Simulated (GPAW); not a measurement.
TaO:

```
Ta O
1.0
     3.06611    0.00000    0.00000
    -1.53306    2.65533    0.00000
     0.00000    0.00000    3.85502
Ta O
1 1
Direct
  0.00000 0.00000 0.50000
  0.00000 0.00000 0.00000
```

The cell was built by a generator and needn't be a form met in nature.

Base run:

| Item | Value |
| --- | --- |
| Program | GPAW 26.7.0 |
| Functional | PBE |
| Potentials or basis | GPAW PAW data sets (gpaw-data 1.2.1) |
| Cutoff | 800 eV |
| Basis | pw |
| k mesh | 9 × 9 × 6 |
| Occupations | fermi-dirac, width 0.05 eV |
| Spin | no spin polarisation |
| Hubbard terms | Ta d U = 8 eV |

Its results: band gap on the k mesh none (metal or under the smearing width); pressure 13.3 GPa.

Q: The run is repeated on the same cell with these changes: hubbard terms from Ta d U = 8 eV to Ta d U = 1 eV. What comes out?

A: Band gap on the k mesh none (metal or under the smearing width); pressure 1.8 GPa.

Caveats: an odd number of electrons without spin polarisation forces a metal; a magnetic or distorted state may lie lower; U without spin polarisation on a metal has little footing.
